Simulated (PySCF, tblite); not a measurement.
# C₄₂H₂₄N₂: electronic excitations, NMR shifts, part 2 of 2

tblite 0.8.0 and PySCF 2.14.0. Atoms count from 0. The steps go on from the part before.

### Step 4. Electronic excitations: TDA B3LYP/6-31G*

The job: settings as JSON, then the geometry in Å.

```
{"job": {"kind": "uv", "basis": "6-31G*", "grid": 1, "kgrid": 0, "vcut": 1.5, "nstates": 8, "ntriplets": 3, "tda": true, "delta": ["ip_vertical", "ea_vertical", "triplet_vertical"], "pop": true, "xc": "B3LYP"}, "charge": 0, "multiplicity": 1}
N     -6.857654     4.215985    -0.371028
C     -6.317885     3.256809    -0.038682
C     -5.663511     2.091818     0.369132
C     -4.437035     1.628174    -0.122378
C     -4.100656     0.426242     0.502440
C     -2.888413    -0.307789     0.211933
C     -1.640348     0.304665     0.032149
C     -0.674761    -0.649488    -0.278162
C      0.731481    -0.378453    -0.525492
C      1.612856     0.216253     0.373623
C      2.888595     0.327819    -0.196283
C      4.031209     0.867133     0.507751
C      4.317197     0.571573     1.841537
C      5.481368     1.241923     2.236103
C      6.077404     1.170471     3.497411
N      6.566315     1.116544     4.536462
C      5.958371     2.001127     1.144903
C      7.091519     2.787539     1.162943
C      7.609483     3.574205     0.141145
C      7.085256     3.802512    -1.122295
C      5.922405     3.313434    -1.704511
C      4.999412     2.412502    -1.190894
C      5.007577     1.775676     0.036085
C      2.836726    -0.215811    -1.494867
C      3.907817    -0.411121    -2.344725
C      3.907778    -0.908872    -3.641022
C      2.831318    -1.312371    -4.420189
C      1.486794    -1.403780    -4.094772
C      0.871300    -1.137625    -2.877318
C      1.433421    -0.646658    -1.717990
C     -1.292217    -1.916815    -0.283964
C     -0.638289    -3.119427    -0.448834
C     -1.169611    -4.403762    -0.442951
C     -2.498151    -4.787745    -0.346925
C     -3.638831    -4.008880    -0.202440
C     -3.741011    -2.634227    -0.035320
C     -2.731423    -1.692441     0.004056
C     -5.109939     0.120909     1.445663
C     -5.080616    -0.914088     2.361588
C     -6.033520    -1.257701     3.311166
C     -7.256378    -0.656420     3.581667
C     -7.829958     0.476906     3.025070
C     -7.314630     1.313702     2.042635
C     -6.131461     1.184593     1.345094
H     -3.853524     2.115996    -0.882599
H     -1.454318     1.360619     0.127173
H      1.351203     0.549056     1.362763
H      3.744075    -0.088799     2.467525
H      7.645212     2.783138     2.095804
H      8.530688     4.094555     0.370893
H      7.660367     4.478610    -1.744815
H      5.710331     3.678990    -2.701531
H      4.158863     2.176360    -1.834056
H      4.877996    -0.131895    -1.948308
H      4.878234    -0.965004    -4.118817
H      3.082673    -1.610673    -5.431730
H      0.834329    -1.751789    -4.885645
H     -0.195721    -1.328191    -2.829434
H      0.434829    -3.046483    -0.590469
H     -0.453878    -5.208366    -0.554257
H     -2.674876    -5.855790    -0.404594
H     -4.576693    -4.550237    -0.193991
H     -4.747374    -2.248271     0.086510
H     -4.193737    -1.537360     2.333365
H     -5.793373    -2.120719     3.919456
H     -7.842408    -1.136335     4.357377
H     -8.795509     0.761139     3.423486
H     -7.915519     2.178704     1.782370
```

With the program's defaults for keys left out, this is: TDA B3LYP/6-31G*, vertical, gas phase, core orbitals frozen in the response, virtual orbitals cut by energy.

Output:

```text
start: PBE on a coarse grid of 58617 points
cycle   1  E = -1722.2427340643  dE =  7.647e+00  |g| = 1.078e+00  |ddm| = 1.083e+01
cycle   2  E = -1721.6641601988  dE =  5.786e-01  |g| = 1.803e+00  |ddm| = 4.283e+00
cycle   3  E = -1722.2522746569  dE = -5.881e-01  |g| = 1.059e+00  |ddm| = 3.648e+00
cycle   4  E = -1722.5662255338  dE = -3.140e-01  |g| = 2.565e-01  |ddm| = 1.442e+00
cycle   5  E = -1722.5749301463  dE = -8.705e-03  |g| = 1.921e-01  |ddm| = 5.146e-01
cycle   6  E = -1722.5861645881  dE = -1.123e-02  |g| = 5.331e-02  |ddm| = 2.904e-01
cycle   7  E = -1722.5866994018  dE = -5.348e-04  |g| = 3.102e-02  |ddm| = 8.950e-02
cycle   8  E = -1722.5869725642  dE = -2.732e-04  |g| = 1.123e-02  |ddm| = 5.229e-02
cycle   9  E = -1722.5870116448  dE = -3.908e-05  |g| = 2.833e-03  |ddm| = 1.767e-02
final grid: 258002 points
cycle  10  E = -1724.2347794964  dE = -1.281e-02  |g| = 6.648e-02  |ddm| = 5.683e-01
cycle  11  E = -1724.2293165045  dE =  5.463e-03  |g| = 1.566e-01  |ddm| = 2.767e-01
cycle  12  E = -1724.2357946881  dE = -6.478e-03  |g| = 2.286e-02  |ddm| = 2.056e-01
cycle  13  E = -1724.2359356818  dE = -1.410e-04  |g| = 1.214e-02  |ddm| = 4.415e-02
cycle  14  E = -1724.2359761904  dE = -4.051e-05  |g| = 4.251e-03  |ddm| = 1.850e-02
cycle  15  E = -1724.2359771095  dE = -9.191e-07  |g| = 1.856e-03  |ddm| = 6.170e-03
cycle  16  E = -1724.2359813063  dE = -4.197e-06  |g| = 4.943e-04  |ddm| = 2.832e-03
cycle  17  E = -1724.2359825637  dE = -1.257e-06  |g| = 1.580e-04  |ddm| = 7.579e-04
cycle  18  E = -1724.2359808250  dE =  1.739e-06  |g| = 7.060e-05  |ddm| = 2.910e-04
converged SCF energy = -1724.2359808250
Vertical ionisation energy (delta-SCF) = 5.9216 eV   <S^2> = 0.760

Static polarisability (au): isotropic 553.550, principal 449.809 475.707 735.134

Singlet excitations
state   eV       nm        f      main configurations
  1   1.9195    645.9   0.00020   H->L 0.73, H-1->L+1 0.18
  2   1.9281    643.0   0.00310   H->L+1 0.73, H-1->L 0.21
  3   2.0576    602.6   0.00042   H->L+2 0.84
  4   2.1210    584.6   0.01687   H->L+3 0.80, H-1->L+2 0.14
  5   2.3072    537.4   0.00198   H-1->L 0.69, H->L+1 0.23
  6   2.3155    535.5   0.00047   H-1->L+1 0.69, H->L 0.23
  7   2.4638    503.2   0.00051   H-1->L+2 0.79, H->L+3 0.16
  8   2.5314    489.8   0.00005   H-1->L+3 0.89

Triplet excitations (Tamm-Dancoff, eV): 1.6339 1.6499 1.7361
```

Run time: 8.2 min. Hardware: 4 threads of Arm Neoverse V2, shared host; peak memory 3.6 GiB.

Warnings kept with the result: ea_vertical: open-shell SCF did not converge; triplet_vertical: open-shell SCF did not converge.

The orbitals next to the gap, with their largest atomic shares:

```csv
orbital,eV,atoms
HOMO−4,-6.61,"C9 14 %, C6 8 %, C26 7 %"
HOMO−3,-6.22,"C2 8 %, C13 8 %, C8 6 %"
HOMO−2,-5.81,"C2 8 %, C13 8 %, C4 7 %"
HOMO−1,-5.13,"C10 6 %, C5 6 %, C11 5 %"
HOMO,-4.87,"C7 7 %, C8 7 %, C5 7 %"
LUMO,-2.39,"C19 14 %, C17 11 %, C21 11 %"
LUMO+1,-2.39,"C40 14 %, C42 12 %, C38 11 %"
LUMO+2,-2.15,"C33 10 %, C26 10 %, C31 9 %"
LUMO+3,-2.06,"C26 11 %, C33 11 %, C28 8 %"
```

With each of the 8 states as a Gaussian band of 0.4 eV half-width at 1/e, the curve within the window shown has maxima at 586 nm (ε 900) L/(mol cm). Beyond the last state computed it falls off for lack of states. The curve at chosen wavelengths:

| nm | ε (L/mol/cm) |
| --- | --- |
| 438 | 58 |
| 458 | 136 |
| 478 | 260 |
| 498 | 418 |
| 518 | 588 |
| 538 | 738 |
| 558 | 843 |
| 578 | 892 |
| 598 | 886 |
| 618 | 837 |
| 638 | 757 |
| 658 | 663 |
| 678 | 564 |
| 699 | 465 |
| 719 | 380 |
| 739 | 306 |
| 759 | 244 |
| 779 | 193 |
| 799 | 152 |
| 819 | 119 |
| 839 | 93 |
| 859 | 72 |
| 879 | 56 |
| 899 | 44 |
| 919 | 34 |
| 939 | 27 |

Ground-state properties from the same run:

```
           property  computed
  dipole moment (D)      6.48
polarisability (Å³)     82.03
 HOMO–LUMO gap (eV)      2.48
      −ε(HOMO) (eV)      4.87
```

### Step 5. NMR shifts: GIAO PBE/pcSseg-1

The job, as its differences from that of step 4:

```diff
@@ -1,2 +1,2 @@
-{"job": {"kind": "uv", "basis": "6-31G*", "grid": 1, "kgrid": 0, "vcut": 1.5, "nstates": 8, "ntriplets": 3, "tda": true, "delta": ["ip_vertical", "ea_vertical", "triplet_vertical"], "pop": true, "xc": "B3LYP"}, "charge": 0, "multiplicity": 1}
+{"job": {"kind": "nmr", "basis": "pcSseg-1", "pop": false, "xc": "PBE"}, "charge": 0, "multiplicity": 1}
 N     -6.857654     4.215985    -0.371028
```

Level: GIAO PBE/pcSseg-1 NMR shielding, non-relativistic, gas phase.

Output:

```text
start: PBE on a coarse grid of 58617 points
cycle   1  E = -1721.2589259465  dE =  7.578e+00  |g| = 1.063e+00  |ddm| = 1.034e+01
cycle   2  E = -1720.6199473242  dE =  6.390e-01  |g| = 1.853e+00  |ddm| = 4.305e+00
cycle   3  E = -1721.2477226472  dE = -6.278e-01  |g| = 1.060e+00  |ddm| = 3.579e+00
cycle   4  E = -1721.5653622131  dE = -3.176e-01  |g| = 2.601e-01  |ddm| = 1.453e+00
cycle   5  E = -1721.5739555832  dE = -8.593e-03  |g| = 1.940e-01  |ddm| = 4.991e-01
cycle   6  E = -1721.5849716393  dE = -1.102e-02  |g| = 5.406e-02  |ddm| = 2.958e-01
cycle   7  E = -1721.5855045986  dE = -5.330e-04  |g| = 3.112e-02  |ddm| = 8.628e-02
cycle   8  E = -1721.5857735375  dE = -2.689e-04  |g| = 1.133e-02  |ddm| = 5.166e-02
cycle   9  E = -1721.5858146265  dE = -4.109e-05  |g| = 2.820e-03  |ddm| = 1.755e-02
final grid: 546505 points
cycle  10  E = -1721.9430373920  dE = -2.642e-04  |g| = 2.456e-02  |ddm| = 3.381e-01
cycle  11  E = -1721.9427716126  dE =  2.658e-04  |g| = 3.762e-02  |ddm| = 9.625e-02
cycle  12  E = -1721.9430666190  dE = -2.950e-04  |g| = 2.089e-02  |ddm| = 7.508e-02
cycle  13  E = -1721.9432086085  dE = -1.420e-04  |g| = 3.947e-03  |ddm| = 2.787e-02
cycle  14  E = -1721.9432124198  dE = -3.811e-06  |g| = 2.103e-03  |ddm| = 7.160e-03
cycle  15  E = -1721.9432136219  dE = -1.202e-06  |g| = 7.427e-04  |ddm| = 3.376e-03
cycle  16  E = -1721.9432154747  dE = -1.853e-06  |g| = 2.222e-04  |ddm| = 1.178e-03
cycle  17  E = -1721.9432146827  dE =  7.920e-07  |g| = 1.135e-04  |ddm| = 4.137e-04
cycle  18  E = -1721.9432145743  dE =  1.085e-07  |g| = 4.664e-05  |ddm| = 2.260e-04
converged SCF energy = -1721.9432145743

GIAO shielding tensors (ppm)
atom      isotropic    diamagn.    paramagn.     s11        s22        s33       span
  0 N      -57.201     344.896    -402.097   -221.060   -159.328    208.786    429.846
  1 C       62.075     258.513    -196.439    -53.502    -42.140    281.866    335.368
  2 C       79.012     262.780    -183.768     14.460     75.696    146.879    132.419
  3 C       34.951     255.029    -220.078    -46.986     15.849    135.991    182.977
  4 C       49.518     255.603    -206.085     -7.710     16.728    139.535    147.244
  5 C       52.438     267.350    -214.912     -6.533     21.235    142.613    149.146
  6 C       37.025     260.293    -223.269    -43.641     26.224    128.490    172.131
  7 C       49.254     262.583    -213.329    -14.707     21.211    141.259    155.966
  8 C       49.260     262.501    -213.241    -14.699     21.213    141.267    155.967
  9 C       37.069     260.286    -223.217    -43.413     26.147    128.472    171.885
 10 C       52.481     267.323    -214.842     -6.479     21.216    142.705    149.184
 11 C       49.514     255.742    -206.229     -7.685     16.732    139.494    147.179
 12 C       35.002     254.853    -219.852    -47.018     15.947    136.076    183.094
 13 C       79.028     262.707    -183.679     14.516     75.661    146.907    132.391
 14 C       62.080     258.678    -196.598    -53.517    -42.120    281.877    335.394
 15 N      -57.152     344.922    -402.074   -221.003   -159.244    208.791    429.794
 16 C       32.999     251.104    -218.106    -53.444      8.717    143.723    197.167
 17 C       40.720     233.115    -192.395    -55.747     22.912    154.993    210.740
 18 C       53.065     251.937    -198.872    -48.044     48.664    158.576    206.620
 19 C       37.457     252.639    -215.182    -72.913     29.440    155.844    228.757
 20 C       53.561     252.462    -198.901    -50.359     52.344    158.697    209.055
 21 C       38.585     258.317    -219.732    -57.107     15.812    157.051    214.158
 22 C       42.686     262.473    -219.787    -35.413     17.872    145.598    181.011
 23 C       43.511     262.307    -218.796    -33.546     18.662    145.418    178.964
 24 C       40.503     250.039    -209.536    -55.095     20.704    155.902    210.997
 25 C       56.549     255.671    -199.122    -44.873     56.389    158.130    203.002
 26 C       38.717     256.411    -217.695    -71.285     32.341    155.094    226.378
 27 C       55.090     256.360    -201.270    -47.614     54.781    158.102    205.715
 28 C       40.539     256.754    -216.216    -55.733     21.212    156.137    211.870
 29 C       38.517     263.745    -225.229    -37.815     10.571    142.795    180.610
 30 C       38.561     263.703    -225.141    -37.743     10.620    142.807    180.551
 31 C       40.537     256.701    -216.163    -55.735     21.176    156.171    211.906
 32 C       55.108     256.348    -201.240    -47.565     54.765    158.125    205.689
 33 C       38.745     256.424    -217.679    -71.238     32.355    155.119    226.357
 34 C       56.593     255.638    -199.046    -44.743     56.341    158.180    202.923
 35 C       40.485     250.071    -209.586    -55.154     20.759    155.850    211.004
 36 C       43.444     262.315    -218.871    -33.603     18.543    145.391    178.994
 37 C       42.622     262.262    -219.640    -35.505     17.857    145.515    181.019
 38 C       38.606     258.382    -219.776    -57.057     15.814    157.060    214.117
 39 C       53.577     252.567    -198.990    -50.312     52.316    158.727    209.039
 40 C       37.480     252.520    -215.040    -72.915     29.517    155.839    228.754
 41 C       53.072     251.648    -198.576    -48.032     48.615    158.633    206.666
 42 C       40.746     233.448    -192.702    -55.789     23.036    154.992    210.781
 43 C       32.982     250.967    -217.985    -53.496      8.726    143.717    197.212
 44 H       23.063      38.106     -15.043     17.758     21.715     29.717     11.959
 45 H       23.021      43.477     -20.457     17.695     20.202     31.165     13.470
 46 H       23.034      43.480     -20.446     17.706     20.219     31.178     13.471
 47 H       23.061      38.050     -14.989     17.756     21.714     29.712     11.957
 48 H       22.725      24.116      -1.391     16.948     22.307     28.922     11.974
 49 H       23.949      16.281       7.668     19.022     25.197     27.628      8.606
 50 H       23.563      20.345       3.218     18.821     24.181     27.687      8.867
 51 H       24.090      31.204      -7.114     18.791     24.018     29.461     10.671
 52 H       23.051      42.965     -19.914     16.246     21.221     31.686     15.440
 53 H       23.246      37.243     -13.997     16.350     22.310     31.077     14.726
 54 H       24.238      25.603      -1.364     18.826     24.965     28.923     10.097
 55 H       23.701      25.778      -2.077     18.840     24.667     27.594      8.754
 56 H       24.303      31.510      -7.207     18.976     24.488     29.444     10.468
 57 H       23.566      41.992     -18.426     17.080     20.896     32.722     15.642
 58 H       23.566      41.987     -18.420     17.081     20.905     32.714     15.633
 59 H       24.306      31.506      -7.200     18.981     24.489     29.449     10.467
 60 H       23.702      25.783      -2.081     18.846     24.667     27.592      8.746
 61 H       24.245      25.601      -1.356     18.835     24.972     28.928     10.093
 62 H       23.242      37.249     -14.006     16.353     22.307     31.068     14.715
 63 H       23.051      42.969     -19.919     16.241     21.224     31.687     15.446
 64 H       24.092      31.176      -7.084     18.790     24.022     29.464     10.674
 65 H       23.561      20.293       3.267     18.824     24.178     27.680      8.857
 66 H       23.953      16.282       7.670     19.022     25.201     27.635      8.613
 67 H       22.723      24.174      -1.451     16.942     22.305     28.921     11.979
```

It took 50 s on 4 threads of Arm Neoverse V2, shared host; peak memory 2.4 GiB.

Shifts follow as δ = σ(reference) − σ, with reference shieldings (ppm) from runs at the same level and on the same kind of geometry: 1H TMS 31.64, 13C TMS 182.6, 15N NH3 267.3. The references are single molecules in the gas phase, so shifts against H2O, NH3, PH3, H3PO4 or CFCl3 are not on the usual liquid scales and can be off by tens of ppm. Atoms listed in one row are averaged.

```
   atoms                  environment  σ (ppm)  δ (ppm)
C16, C43  substituted aromatic carbon     33.0    149.6
 C3, C12                  aromatic CH     35.0    147.6
  C6, C9                  aromatic CH     37.0    145.6
C19, C40                  aromatic CH     37.5    145.2
C29, C30  substituted aromatic carbon     38.5    144.1
C21, C38                  aromatic CH     38.6    144.0
C26, C33                  aromatic CH     38.7    143.9
C24, C35                  aromatic CH     40.5    142.1
C28, C31                  aromatic CH     40.5    142.1
C17, C42                  aromatic CH     40.7    141.9
C22, C37  substituted aromatic carbon     42.7    140.0
C23, C36  substituted aromatic carbon     43.5    139.1
  C7, C8  substituted aromatic carbon     49.3    133.4
 C4, C11  substituted aromatic carbon     49.5    133.1
 C5, C10  substituted aromatic carbon     52.5    130.2
C18, C41                  aromatic CH     53.1    129.6
C20, C39                  aromatic CH     53.6    129.1
C27, C32                  aromatic CH     55.1    127.5
C25, C34                  aromatic CH     56.6    126.1
 C1, C14               nitrile carbon     62.1    120.5
 C2, C13  substituted aromatic carbon     79.0    103.6
H48, H67   hydrogen on an aromatic CH    22.72     8.92
H45, H46   hydrogen on an aromatic CH    23.03     8.61
H52, H63   hydrogen on an aromatic CH    23.05     8.59
H44, H47   hydrogen on an aromatic CH    23.06     8.58
H53, H62   hydrogen on an aromatic CH    23.24     8.40
H50, H65   hydrogen on an aromatic CH    23.56     8.08
H57, H58   hydrogen on an aromatic CH    23.57     8.07
H55, H60   hydrogen on an aromatic CH    23.70     7.94
H49, H66   hydrogen on an aromatic CH    23.95     7.69
H51, H64   hydrogen on an aromatic CH    24.09     7.55
H54, H61   hydrogen on an aromatic CH    24.24     7.40
H56, H59   hydrogen on an aromatic CH    24.30     7.34
 N0, N15             nitrile nitrogen    -57.2    324.5
```

Ring of atoms C2, C3, C4, C37, C43: NICS(0) -15.7, NICS(1) -16.5, NICS(1)zz -42.3 ppm (means of both faces).

Ring of atoms C5, C6, C7, C30, C36: NICS(0) -14.6, NICS(1) -16.3, NICS(1)zz -44.3 ppm (means of both faces).

Ring of atoms C16, C17, C18, C19, C20, C21, C22: NICS(0) -3.2, NICS(1) -6.5, NICS(1)zz -15.3 ppm (means of both faces).

### Step 6. Outcome

This closing draws on all 2 parts.

| quantity | value |
| --- | --- |
| strongest single infrared mode (GFN2-xTB) | 2353 cm⁻¹, 568 km/mol |
| zero-point energy (GFN2-xTB) | 316.8 kcal/mol |
| lowest singlet (B3LYP/6-31G*) | 1.92 eV (646 nm), f = 0.000 |
| brightest single state of those computed | state 4, 2.12 eV, f = 0.017 |
| lowest triplet | 1.63 eV |
| 13C shifts against TMS (PBE/pcSseg-1, means over atoms taken as alike) | 149.6, 147.6, 145.6, 145.2, 144.1, 144.0, 143.9, 142.1, 142.1, 141.9, 140.0, 139.1, 133.4, 133.1 ppm and more |
| 1H shifts against TMS (PBE/pcSseg-1, means over atoms taken as alike) | 8.92, 8.61, 8.59, 8.58, 8.40, 8.08, 8.07, 7.94, 7.69, 7.55, 7.40, 7.34 ppm |
| 15N shifts against NH3 (PBE/pcSseg-1, means over atoms taken as alike) | 324.5 ppm |

**Reading.** No mode is imaginary among the 198: a minimum at this level. GFN2-xTB is a fitted tight-binding method: band positions and strengths are rough. Its intensities can rank the bands wrongly. The lowest singlet, at 1.92 eV, is HOMO→LUMO 0.73, HOMO−1→LUMO+1 0.18 and is dark; of the 8 states computed, the strongest absorption comes from state 4 at 2.12 eV. State 4 absorbs in the visible (585 nm). The lowest triplet lies 0.29 eV below the lowest singlet. At PBE/pcSseg-1: The widest tensor belongs to N0, N15: span 430 ppm, with a paramagnetic part of -402 ppm. NICS(1)zz of -42 ppm above the planar ring from C2 marks a diatropic (aromatic) ring current. NICS(1)zz of -44 ppm above the planar ring from C5 marks a diatropic (aromatic) ring current. NICS(1)zz of -15 ppm above the planar ring from C16 marks a diatropic (aromatic) ring current.
